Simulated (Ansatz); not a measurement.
Runs of Ansatz 0.2.0 on VBiO4. Symmetry: I4_1/a, No. 88, tetragonal system. Conventional cell: a = 5.122 Å, b = 5.122 Å, c = 11.592 Å, α = 90.00°, β = 90.00°, γ = 90.00°. Bi (site symmetry -4) has 8 O at 2.42 to 2.47 Å as nearest neighbours. V (site symmetry -4) has 4 O at 1.73 Å as nearest neighbours. O (site symmetry 1) is surrounded by 1 V at 1.73 Å. Measurements of this composition are mostly on another form, of space group No. 15.

```csv
task,level,cell,cutoff (eV),points for each segment of the path,gap on the mesh (eV),pressure (GPa),moment (μB),relaxed volume (Å³/atom)
relaxation of cell and atoms,BLYP,relaxed,420,-,2.32,0.0,0.00,13.56
relaxation of cell and atoms,RPBE,relaxed,420,-,2.33,0.0,0.00,13.51
relaxation of cell and atoms,r2SCAN,relaxed,500,-,2.51,0.0,0.00,12.70
band structure,PBEsol,as given,420,10,(a),-1.8,0.00,-
relaxation of cell and atoms,PBEsol,relaxed,420,-,(b),0.0,0.00,(c)
```

Alike in all rows: potentials or basis Ansatz PAW; spin collinear, ferromagnetic start; k mesh 7 × 7 × 7; smearing fermi-dirac 0.05 eV.

Q: Estimate the missing entries.

A: (a) 2.13; (b) 2.18; (c) 12.58.

Caveats: spin-orbit coupling is left out, which as a rule narrows the gap of such compounds by several tenths of an eV; the PAW data sets come from PBE, with cores solved anew for the run's functional, which leaves a small shift of forces and pressure; odd divisions of the mesh miss points on the zone boundary, where band edges often lie, so the gap on the mesh can be too wide (some runs); the plane-wave basis is chosen anew once the cell has moved, so the energies of steps on either side of that aren't comparable (some runs); the potentials were made for another functional, which shifts forces and pressure (some runs); the magnetic or orbital state may not be the lowest (some runs); the k mesh misses the band edges, so the gap on the mesh is wider than the one along the path (some runs).

A k mesh can miss the band edges, and the runs leave out spin-orbit coupling on Bi.

Not every run made on this cell is shown here.
